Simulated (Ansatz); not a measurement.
# GaSb3 (Fm-3m) in Ansatz: further runs

One crystal, GaSb3, is run at these levels: HSE06, PBE0; tasks: relaxation of cell and atoms, single point.

Everything below comes from runs of Ansatz 0.2.0. Logs are shortened: lines on timing, memory, paths and dates and some standing lists are left out, and cuts for length are marked.

## 1. Starting point

It takes space group Fm-3m (No. 225, cubic). Conventional cell: a = 7.461 Å, b = 7.461 Å, c = 7.461 Å, α = 90.00°, β = 90.00°, γ = 90.00°. Sb (site symmetry m-3m) is surrounded by 8 Sb at 3.23 Å. Sb (site symmetry -43m) has 4 Sb at 3.23 Å and 4 Ga at 3.23 Å as nearest neighbours. Ga (site symmetry m-3m) is surrounded by 8 Sb at 3.23 Å.

The cell comes from a database or a generator and needn't be the stable form of this composition.

## 2. Relaxation of cell and atoms, HSE06

input reads:

```
crystal:
  lattice:
    - [0.0, 3.730595, 3.730595]
    - [3.730595, 0.0, 3.730595]
    - [3.730595, 3.730595, 0.0]
  atoms:
    - { symbol: Sb, position: [0.5, 0.5, 0.5] }
    - { symbol: Sb, position: [0.75, 0.75, 0.75] }
    - { symbol: Sb, position: [0.25, 0.25, 0.25] }
    - { symbol: Ga, position: [0.0, 0.0, 0.0] }
hamiltonian:
  xc: hse06
  pseudopotentials: { kind: paw }
kpoints:
  mp_grid: { grid: [4, 4, 4] }
scf:
  occupations: { method: fermi_dirac, width: 0.05 }
output:
  forces: true
  stress: true
  eigenvalues: true
relax:
  f_tol: 0.01
  max_steps: 40
  cell: { stress_tol: 0.05 }
```

Potentials or basis: Ansatz PAW.

The log of the run:

```text
GPUs: using 1 of 1 available (devices: 1).
Engine: ansatz 0.2.0, x86_64-unknown-linux-gnu
Pseudopotentials: kind: paw
Pseudopotential: Sb, paw, valence charge 15, recommended cutoff 420 eV (normal), Sb.paw.azcp
Pseudopotential: Ga, paw, valence charge 13, recommended cutoff 420 eV (normal), Ga.paw.azcp
Functional definition: HSE06
  parameter a = 0.25
  parameter omega = 0.11/bohr
  exchange = pbe_x - a*pbe_x_sr(omega) + a*exact_x_sr(omega)
  correlation = pbe_c
device memory: the entry about to start is reckoned to put 1.2 GiB on a device that reports 62.1 GiB free (of which the cap on the GPU budget leaves the run 18.0 GiB)
GPU FFT provider: cuFFT
GPU libraries: cuBLAS 13.8.2, cuFFT 12.4.0, cuSOLVER 12.3.4
Crystal: 4 atoms, lattice volume = 103.840 Å³
Basis set: ecut = 420 eV, 2085 PW (Γ), exchange–correlation on 72×72×72 points (8 copies of the dense FFT grid, shifted against one another)
Bands: 35, of which v1, the nominal top of the filled ones, is band 29 counted from 1 (28 counted from 0)
Symmetry: 48 space group operations
Space group: Fm-3m (ITA 225), of the structure as read, at distance tolerance 4.7e-5 Å
k-points: 8 of 64
Non-local potential: Sb, projectors of the file, l = 0: 2, l = 1: 2, l = 2: 2, l = 3: 2
Non-local potential: Ga, projectors of the file, l = 0: 2, l = 1: 2, l = 2: 3, l = 3: 1
PAW form: soft (Blöchl's): semilocal exchange-correlation on the pseudo side does not see the compensation charge
PAW frozen core: Sb, regenerated for the run's functional, and the local potential with it (the file was generated under x = pbe(κ = 0.804, μ = 0.2195149727645171), c = pbe(β = 0.06672455060314922))
PAW frozen core: Ga, regenerated for the run's functional, and the local potential with it (the file was generated under x = pbe(κ = 0.804, μ = 0.2195149727645171), c = pbe(β = 0.06672455060314922))
PAW one-centre angular grid: Sb, 590 points (default); XC on 64 Gauss nodes
PAW one-centre angular grid: Ga, 590 points (default); XC on 64 Gauss nodes
Initial density: superposition of atomic densities (neutral atoms: chi_scale 0, normalization atom), corrected by the library's trained network
Initial wavefunctions: pseudopotential atomic-orbital guess
GPU buffer pool allocated for 46656 grid points (all kernels)
GPU transforms: local potential and band sums: pruned to the plane-wave sphere, on 36×36×36
Functional: x = pbe(κ = 0.804, μ = 0.2195149727645171), c = pbe(β = 0.06672455060314922), warm-up for x = pbe(κ = 0.804, μ = 0.2195149727645171) + 0.25 (exact − pbe) at short range (hse, ω = 0.20786987370883472 Å⁻¹), c = pbe(β = 0.06672455060314922); HSE06 as pw.x's `hse` composes it (authors' and Libxc's form: `xc: wpbeh`)
SCF iter   1: F=—  HF=-23235.448785 eV  |F-HF|=—  |Δ(HF+E_count)|=         —  Δρ=3.37e-3  dr2=1.06e-2  ethr=1.77e-3  ⟨swp⟩=6.2  Hψ=1052  notcnv=0
preconditioner: auto → Kerker (q_TF=auto, 2.476 Å⁻¹)  [metal: Δε(μ)=0.101 eV  Ē_g=10.987 eV  σ=0.050 eV  W_gap=0.44  n_scr=26 (ndim 8)  ℏωp=19.3 eV  f_vac=0.000  D(μ)=6.22/eV (n_scr^D=58)]
SCF iter   2: F=—  HF=-23235.448525 eV  |F-HF|=—  |Δ(HF+E_count)|=   2.60e-4  Δρ=2.25e-3  dr2=4.69e-3  ethr=1.83e-5  ⟨swp⟩=3.2  Hψ=676  notcnv=0  defer=1
iter 3 solved again at ethr=6.60e-7 eV; its pass at ethr=8.08e-6 eV (dr2=3.83e-4 eV) is discarded
SCF iter   3: F=—  HF=-23235.448101 eV  |F-HF|=—  |Δ(HF+E_count)|=   4.24e-4  Δρ=6.13e-4  dr2=3.72e-4  ethr=6.60e-7  ⟨swp⟩=2.6  Hψ=1124  notcnv=0
SCF iter   4: F=—  HF=-23235.447818 eV  |F-HF|=—  |Δ(HF+E_count)|=   2.83e-4  Δρ=2.35e-4  dr2=6.69e-5  ethr=6.42e-7  ⟨swp⟩=4.0  Hψ=622  notcnv=0
SCF iter   5: F=—  HF=-23235.447814 eV  |F-HF|=—  |Δ(HF+E_count)|=   3.65e-6  Δρ=4.96e-5  dr2=2.85e-6  ethr=1.15e-7  ⟨swp⟩=3.6  Hψ=617  notcnv=0
SCF iter   6: F=—  HF=-23235.447814 eV  |F-HF|=—  |Δ(HF+E_count)|=   2.69e-8  Δρ=1.90e-5  dr2=2.45e-7  ethr=4.92e-9  ⟨swp⟩=3.8  Hψ=718  notcnv=0
SCF iter   7: F=—  HF=-23235.447814 eV  |F-HF|=—  |Δ(HF+E_count)|=   1.01e-7  Δρ=4.93e-6  dr2=1.88e-8  ethr=4.22e-10  ⟨swp⟩=4.0  Hψ=698  notcnv=0
SCF iter   8: F=—  HF=-23235.447814 eV  |F-HF|=—  |Δ(HF+E_count)|=   4.92e-9  Δρ=1.22e-6  dr2=8.19e-10  ethr=3.24e-11  ⟨swp⟩=3.4  Hψ=684  notcnv=0
SCF iter   9: F=—  HF=-23235.447814 eV  |F-HF|=—  |Δ(HF+E_count)|=  3.42e-10  Δρ=4.28e-7  dr2=1.32e-10  ethr=1.41e-12  ⟨swp⟩=4.0  Hψ=771  notcnv=0
SCF iter  10: F=-23235.447814 eV  HF=-23235.447814 eV  |F-HF|=3.64e-12  |Δ(HF+E_count)|=  4.73e-11  Δρ=1.21e-7  dr2=1.28e-11  ethr=1.00e-12  ⟨swp⟩=2.1  Hψ=520  notcnv=0
SCF 1 converged in 10 iterations: F = -23235.447814 eV  dr2 = 1.28e-11
device memory: the entry about to start is reckoned to put 1.7 GiB on a device that reports 62.0 GiB free (of which the cap on the GPU budget leaves the run 18.0 GiB)
GPU FFT provider: cuFFT
GPU libraries: cuBLAS 13.8.2, cuFFT 12.4.0, cuSOLVER 12.3.4
[... 244 lines left out ...]
Frozen-core exchange: fock
SCF iter   1: F=—  HF=-23248.448921 eV  |F-HF|=—  |Δ(HF+E_count)|=         —  Δρ=6.32e-6  dr2=1.84e-8  ethr=1.24e-9  ⟨swp⟩=11.4  Hψ=906  notcnv=0
preconditioner: auto → none  [insulator: Δε(μ)=0.192 eV  Ē_g=13.178 eV  σ=0.050 eV  W_gap=0.58  n_scr=26 (ndim 8)  ℏωp=20.1 eV  f_vac=0.000  D(μ)=5.33/eV (n_scr^D=58)]
iter 2 solved again at ethr=1.00e-12 eV; its pass at ethr=2.96e-11 eV (dr2=3.09e-10 eV) is discarded
SCF iter   2: F=—  HF=-23248.448921 eV  |F-HF|=—  |Δ(HF+E_count)|=   1.62e-8  Δρ=6.44e-7  dr2=5.04e-10  ethr=1.00e-12  ⟨swp⟩=3.8  Hψ=1281  notcnv=0
SCF iter   3: F=—  HF=-23248.448921 eV  |F-HF|=—  |Δ(HF+E_count)|=   1.85e-9  Δρ=5.74e-7  dr2=2.06e-10  ethr=1.00e-12  ⟨swp⟩=4.5  Hψ=797  notcnv=0
SCF iter   4: F=-23248.448921 eV  HF=-23248.448921 eV  |F-HF|=0.00e0  |Δ(HF+E_count)|=  9.82e-11  Δρ=8.33e-8  dr2=1.16e-11  ethr=1.00e-12  ⟨swp⟩=3.0  Hψ=573  notcnv=0
SCF 17 converged in 4 iterations: F = -23248.448921 eV  dr2 = 1.16e-11
  Residual-converged pass: ⟨swp⟩=4.0  Hψ=677  notcnv=0  max |occ|·‖R‖ = 1.3e-7 eV (tolerance 1.3e-7 eV)  dr2=1.24e-11  dr2_onsite=2.02e-12  max |Δocc| = 2.8e-13
hybrid outer 2: dexx = +2.406e-9 eV, tail = 1.28e-10 eV, Δε = 1.14e-4 eV (about 4.35e-6 eV left of the loop's levels)
relax step   5: F+E_penalty+E_count = -23248.44892067 eV  Δ(F+E_penalty+E_count) = +2.833e-3 eV  max|allowed force component| = 6.534e-17 eV/Å  Δτ_max = 0.0000 Å  P = -0.017 GPa  Ω = 95.677 Å³  stress off target by 1.73e-2 GPa  SCF on the basis re-selected at this cell (its energy is not comparable with the rows above)  (10 SCF iters)
basis re-selected at this cell: Δ(F+E_penalty+E_count) = +2.833e-3 eV, ΔP = +0.004 GPa vs the last step (what re-selecting the basis moved, of the pressure what is left beyond the Pulay correction that the steps carried, after the strain that the cell walked since its last selection, with what the two solves' SCF thresholds leave and, on support functions, any second-order correction that the steps lacked; it is no measure of the basis error at this ecutwfc). This SCF's stress stands 1.73e-2 GPa from its target on what of the cell is left free (relax.cell.stress_tol is 5.00e-2 GPa) and its largest allowed force component is 6.53e-17 eV/Å (relax.f_tol is 1.00e-2 eV/Å): within both
hybrid SCF converged: 2 outer / 10 inner (+0 warm-up), last move |dexx| = 2.41e-9 eV, tail = 1.28e-10 eV
Stability not checked: this state was not tested for a lower state beside it, because the functional holds exact exchange (a hybrid, or Hartree-Fock), whose exchange loop this test does not read (fock_operator; see scf.lower_state_search)
Free energy (F): -23248.448921 eV
Frozen-core exchange: fock
Harris-Foulkes:  -23248.448921 eV  (|F-HF|=0.00e0)
Internal energy: -23248.410293 eV  (E = F + TS)
E sigma→0 (E₀):  -23248.429607 eV
Entropy (-TS):   -0.038628 eV (-9.657 meV/atom)
Fermi energy:    11.923545 eV
--- Per-component energies (eV) ---
  E_band       = -553.961817
  E_kinetic    = 733.172368
  E_local      = -5963.897579  (includes V_loc(G=0)·N_el)
  E_nonlocal   = 1508.585848
  E_hartree    = 2768.014075
  E_xc         = -389.906110
  E_vxc        = -280.250369  (∫ρ·V_xc dr)
  E_exx        = -169.067613  (= α·E_x^exact, valence–valence)
  E_paw        = -15654.352571  (= ΣΔE_a)
  E_vpaw       = -1749.464786  (= ΣTr[D̂ρ^β])
  E_aug_tail   = -0.000130  (compensation charges beyond the density's cutoff)
  E_ewald      = -6081.146757
  E_core_change = 0.188177  (= ΣΔE_core)
  E_smearing   = -0.038628  (= −TS)
  E_closure    = -0.000000  (closes the sum)
  Σ components = -23248.448921   (vs F -23248.448921, Δ=0.00e0)
--- Forces (eV/Å), atoms counted from 1 ---
  atom   1  Sb     0.00000000     0.00000000     0.00000000
  atom   2  Sb    -0.00000000    -0.00000000    -0.00000000
  atom   3  Sb     0.00000000     0.00000000     0.00000000
  atom   4  Ga    -0.00000000     0.00000000     0.00000000
  max |Σ_I F_I| component: 1.85e-17 eV/Å
--- Stress (GPa, compression-positive) ---
       -0.017305      -0.000000      -0.000000
       -0.000000      -0.017305      -0.000000
       -0.000000      -0.000000      -0.017305
  P = ⅓ Tr σ = -0.0173 GPa (-0.173 kbar)
--- Band table (eV; the first three rows and the last of 8) ---
  k-point 0: bands = ["-20.1604", "-20.1604", "-20.1604", "-20.1430", "-20.1430", "-20.0100", "-20.0100", "-20.0100", "-20.0030", "-20.0030", "-19.9688", "-19.9688", "-19.9688", "-19.9658", "-19.9658", "-5.9864", "-5.9864", "-5.9864", "-5.9690", "-5.9690", "-2.7616", "3.5310", "4.8639", "8.6287", "8.6287", "8.6287", "8.8668", "8.8668", "8.8668", "9.0272", "10.8901", "10.8901", "10.8901", "15.5184", "15.5184"]
  k-point 1: bands = ["-20.1646", "-20.1646", "-20.1588", "-20.1383", "-20.1383", "-20.0053", "-20.0053", "-19.9997", "-19.9997", "-19.9984", "-19.9822", "-19.9753", "-19.9753", "-19.9670", "-19.9670", "-5.9889", "-5.9851", "-5.9851", "-5.9695", "-5.9695", "-2.1847", "2.2959", "3.8845", "6.9926", "7.6885", "7.6885", "8.7630", "9.2040", "9.2040", "11.6349", "11.6349", "12.8854", "14.3598", "16.7609", "17.5567"]
  k-point 2: bands = ["-20.1689", "-20.1689", "-20.1551", "-20.1332", "-20.1332", "-19.9993", "-19.9993", "-19.9989", "-19.9917", "-19.9917", "-19.9876", "-19.9876", "-19.9853", "-19.9688", "-19.9688", "-5.9917", "-5.9840", "-5.9840", "-5.9697", "-5.9697", "-0.8578", "0.1176", "3.5610", "6.1245", "7.4527", "7.4527", "8.5679", "8.5679", "11.7549", "12.1458", "14.3181", "14.3181", "15.2419", "15.2419", "16.6564"]
  k-point 7: bands = ["-20.1721", "-20.1612", "-20.1612", "-20.1334", "-20.1299", "-20.0053", "-20.0053", "-20.0044", "-20.0003", "-19.9928", "-19.9800", "-19.9800", "-19.9759", "-19.9759", "-19.9600", "-5.9884", "-5.9884", "-5.9811", "-5.9726", "-5.9693", "0.5577", "0.8099", "0.8099", "3.4523", "8.3441", "8.3441", "9.0182", "9.0857", "13.6240", "13.7807", "14.5525", "14.5525", "16.0188", "16.5553", "16.5553"]
--- Relaxed structure (4 steps of the walk, 4 accepted, 1 SCFs on fresh bases) ---
  F+E_penalty+E_count = -23248.44892067 eV   max|allowed force component| = 6.534e-17 eV/Å   (the final SCF, on the basis selected at the relaxed cell)
  cell:  # Å, volume = 95.6773 Å³
    - [-3.3119918213821335e-34, 3.630164391078545, 3.630164391078545]
    - [3.630164391078545, 8.407363854277724e-34, 3.630164391078545]
    - [3.630164391078545, 3.630164391078545, 5.095372032895584e-35]
  atoms:
    - { symbol: Sb, position: [0.5, 0.5, 0.5] }
    - { symbol: Sb, position: [0.7499999999999999, 0.7499999999999999, 0.7499999999999999] }
    - { symbol: Sb, position: [0.25, 0.25, 0.25] }
    - { symbol: Ga, position: [3.770224786941211e-35, -9.003333762441512e-35, -5.674242920930242e-35] }
```

Run time: 96 s. Hardware: 1 × NVIDIA H100 80GB HBM3 with 2 threads of AMD EPYC 7R13 (Zen 3), shared host; peak memory 2.3 GiB.

Results:

```
Free energy                            : -23248.4489 eV
Relaxed volume                         : 23.92 Å³/atom
Relaxed cell                           : a = 5.134 Å, b = 5.134 Å, c = 5.134 Å, α = 60.00°, β = 60.00°, γ = 60.00°
Space group after relaxing (to 0.05 Å) : Fm-3m (No. 225)
Energy gained by relaxing              : 32.8 meV/atom
Ionic steps                            : 5
Pressure after relaxing                : 0.0 GPa
Band gap on the k mesh                 : none (metal or under the smearing width)
```

The path:
| step | energy change (eV) | largest force (eV/Å) | volume (Å³) |
| --- | --- | --- | --- |
| 1 | 0.0000 | 0.0000 | 103.84 |
| 2 | -0.1085 | 0.0000 | 92.35 |
| 3 | -0.1331 | 0.0000 | 96.25 |
| 4 | -0.1341 | 0.0000 | 95.68 |
| 5 | -0.1313 | 0.0000 | 95.68 |

Final structure:
```yaml
crystal:
  lattice:
    - [0.00000, 3.63016, 3.63016]
    - [3.63016, 0.00000, 3.63016]
    - [3.63016, 3.63016, 0.00000]
  atoms:
    - { symbol: Sb, position: [0.50000, 0.50000, 0.50000] }
    - { symbol: Sb, position: [0.75000, 0.75000, 0.75000] }
    - { symbol: Sb, position: [0.25000, 0.25000, 0.25000] }
    - { symbol: Ga, position: [0.00000, 0.00000, 0.00000] }
```

Levels at points of the mesh, in eV from the Fermi level:
| k point | band 25 | band 26 | band 27 | band 28 | band 29 | band 30 | band 31 | band 32 | band 33 | band 34 |
| --- | --- | --- | --- | --- | --- | --- | --- | --- | --- | --- |
| (0.00, 0.00, 0.00) | -3.29 | -3.29 | -3.06 | -3.06 | -3.06 | -2.90 | -1.03 | -1.03 | -1.03 | 3.59 |
| (0.00, 0.00, -0.50) | -4.47 | -4.47 | -3.36 | -3.36 | -0.17 | 0.22 | 2.39 | 2.39 | 3.32 | 3.32 |
| (0.00, -0.50, -0.50) | -6.46 | -6.46 | 1.11 | 1.22 | 1.22 | 1.59 | 2.23 | 2.23 | 2.53 | 4.48 |

Caveat: the k mesh is coarse (spacing up to 0.36 Å⁻¹), so the values aren't converged, least of all with exact exchange; the plane-wave basis is chosen anew once the cell has moved, so the energies of steps on either side of that aren't comparable; the PAW data sets come from PBE, with cores solved anew for the run's functional, which leaves a small shift of forces and pressure. Spin-orbit coupling is left out, which matters for the levels of Sb.

## 3. Single point, PBE0

input, as its differences from that of step 2:

```diff
@@ -11,3 +11,3 @@
 hamiltonian:
-  xc: hse06
+  xc: pbe0
   pseudopotentials: { kind: paw }
@@ -21,5 +21 @@
   eigenvalues: true
-relax:
-  f_tol: 0.01
-  max_steps: 40
-  cell: { stress_tol: 0.05 }
```

Potentials or basis: Ansatz PAW.

Run time: 29 s. Hardware: 1 × NVIDIA H100 80GB HBM3 with 2 threads of AMD EPYC 7R13 (Zen 3), shared host; peak memory 2.2 GiB.

It converged, with:

| Property | Result |
| --- | --- |
| Free energy | -23245.7308 eV |
| Pressure | -4.7 GPa |
| Band gap on the k mesh | none (metal or under the smearing width) |

Levels at points of the mesh, in eV from the Fermi level:
```tsv
k point	band 26	band 27	band 28	band 29	band 30	band 31	band 32	band 33
(0.00, 0.00, 0.00)	-3.43	-3.43	-3.20	-3.20	-3.20	-1.18	-1.18	-1.18
(0.00, 0.00, -0.50)	-4.56	-3.44	-3.44	-0.61	-0.24	2.50	2.50	3.52
(0.00, -0.50, -0.50)	-6.43	0.96	1.29	1.29	1.41	2.35	2.35	2.53
```

Caveat: the k mesh is coarse (spacing up to 0.36 Å⁻¹), so the values aren't converged, least of all with exact exchange; the PAW data sets come from PBE, with cores solved anew for the run's functional, which leaves a small shift of forces and pressure; the thresholds are loose for stress.

## 4. Relaxation of cell and atoms, PBE0

input, as its differences from that of step 3:

```diff
@@ -21 +21,5 @@
   eigenvalues: true
+relax:
+  f_tol: 0.01
+  max_steps: 40
+  cell: { stress_tol: 0.05 }
```

Potentials or basis: Ansatz PAW.

The log of the run:

```text
GPUs: using 1 of 1 available (devices: 1).
Engine: ansatz 0.2.0, x86_64-unknown-linux-gnu
Pseudopotentials: kind: paw
Pseudopotential: Sb, paw, valence charge 15, recommended cutoff 420 eV (normal), Sb.paw.azcp
Pseudopotential: Ga, paw, valence charge 13, recommended cutoff 420 eV (normal), Ga.paw.azcp
Functional definition: PBE0
  parameter a = 0.25
  parameter kappa = 0.804
  parameter beta = 0.06672455060314922
  exchange = (1 - a)*pbe_x(kappa = kappa, mu = beta*pi^2/3) + a*exact_x
  correlation = pbe_c(beta = beta)
[... 345 lines left out ...]
  k-point 2: bands = ["-20.5567", "-20.5567", "-20.5430", "-20.5211", "-20.5211", "-20.3810", "-20.3810", "-20.3804", "-20.3730", "-20.3730", "-20.3689", "-20.3689", "-20.3671", "-20.3509", "-20.3509", "-6.3567", "-6.3489", "-6.3489", "-6.3344", "-6.3344", "-1.2717", "-0.2941", "3.1957", "5.7667", "7.0840", "7.0840", "8.2245", "8.2245", "11.6182", "12.4615", "14.6595", "14.6595", "15.5899", "15.5899", "17.1283"]
  k-point 7: bands = ["-20.5598", "-20.5490", "-20.5490", "-20.5212", "-20.5179", "-20.3865", "-20.3865", "-20.3860", "-20.3819", "-20.3742", "-20.3616", "-20.3616", "-20.3572", "-20.3572", "-20.3421", "-6.3534", "-6.3534", "-6.3458", "-6.3373", "-6.3339", "0.1550", "0.4109", "0.4109", "3.0335", "8.0413", "8.0413", "8.7461", "8.8231", "13.9631", "14.1309", "14.9297", "14.9297", "16.4249", "16.9492", "16.9492"]
--- Relaxed structure (4 steps of the walk, 4 accepted, 1 SCFs on fresh bases) ---
  F+E_penalty+E_count = -23245.87910608 eV   max|allowed force component| = 9.714e-17 eV/Å   (the final SCF, on the basis selected at the relaxed cell)
  cell:  # Å, volume = 95.4376 Å³
    - [1.0127051915379985e-33, 3.6271302874502442, 3.6271302874502442]
    - [3.6271302874502442, 6.942444394820242e-34, 3.6271302874502442]
    - [3.6271302874502442, 3.6271302874502442, 1.961718232664802e-33]
  atoms:
    - { symbol: Sb, position: [0.5, 0.5, 0.5] }
    - { symbol: Sb, position: [0.75, 0.75, 0.75] }
    - { symbol: Sb, position: [0.25, 0.25, 0.25] }
    - { symbol: Ga, position: [9.312127524242468e-35, -1.305630440202496e-34, 1.0910712916967166e-35] }
```

Wall time 2.3 min (1 × NVIDIA H100 80GB HBM3 with 2 threads of AMD EPYC 7R13 (Zen 3), shared host); peak memory 2.3 GiB.

What came out:

| Property | Result |
| --- | --- |
| Free energy | -23245.8791 eV |
| Relaxed volume | 23.86 Å³/atom |
| Relaxed cell | a = 5.130 Å, b = 5.130 Å, c = 5.130 Å, α = 60.00°, β = 60.00°, γ = 60.00° |
| Space group after relaxing (to 0.05 Å) | Fm-3m (No. 225) |
| Energy gained by relaxing | 37.1 meV/atom |
| Ionic steps | 5 |
| Pressure after relaxing | 0.0 GPa |
| Band gap on the k mesh | none (metal or under the smearing width) |

The path:
```tsv
step	energy change (eV)	largest force (eV/Å)	volume (Å³)
1	0.0000	0.0000	103.84
2	-0.1251	0.0000	92.14
3	-0.1495	0.0000	96.17
4	-0.1512	0.0000	95.44
5	-0.1483	0.0000	95.44
```

Final structure:
```
Sb Ga
1.0
     0.00000    3.62713    3.62713
     3.62713    0.00000    3.62713
     3.62713    3.62713    0.00000
Sb Ga
3 1
Cartesian
  3.6271 3.6271 3.6271
  5.4407 5.4407 5.4407
  1.8136 1.8136 1.8136
  0.0000 0.0000 0.0000
```

Levels at points of the mesh, in eV from the Fermi level:
```
             k point  band 25  band 26  band 27  band 28  band 29  band 30  band 31  band 32  band 33  band 34
  (0.00, 0.00, 0.00)    -3.70    -3.70    -3.44    -3.44    -3.44    -3.19    -1.34    -1.34    -1.34     3.88
 (0.00, 0.00, -0.50)    -4.90    -4.90    -3.76    -3.76    -0.37     0.48     2.67     2.67     3.60     3.60
(0.00, -0.50, -0.50)    -6.94    -6.94     1.37     1.46     1.46     1.87     2.51     2.51     2.83     4.85
```

Caveat: the k mesh is coarse (spacing up to 0.36 Å⁻¹), so the values aren't converged, least of all with exact exchange; the plane-wave basis is chosen anew once the cell has moved, so the energies of steps on either side of that aren't comparable; the PAW data sets come from PBE, with cores solved anew for the run's functional, which leaves a small shift of forces and pressure. The run has no spin-orbit coupling, so splittings on Sb are missing.

## 5. Summary

| task | level | cell | gap on the mesh (eV) | pressure (GPa) | relaxed volume (Å³/atom) |
| --- | --- | --- | --- | --- | --- |
| relaxation of cell and atoms | HSE06 | relaxed | none | 0.0 | 23.92 |
| single point | PBE0 | as given | none | -4.7 | - |
| relaxation of cell and atoms | PBE0 | relaxed | none | 0.0 | 23.86 |

Alike in all rows: potentials or basis Ansatz PAW; no spin polarisation; k mesh 4 × 4 × 4; cutoff (eV) 420; smearing fermi-dirac 0.05 eV; the mesh is coarse, so values aren't converged.

Caveats: all runs use coarse meshes; the PAW data sets come from PBE, with cores solved anew for the run's functional, which leaves a small shift of forces and pressure; the plane-wave basis is chosen anew once the cell has moved, so the energies of steps on either side of that aren't comparable (some runs); the thresholds are loose for stress (some runs).

Total energies depend on the potentials used, so only differences within one code and one set of settings carry meaning.
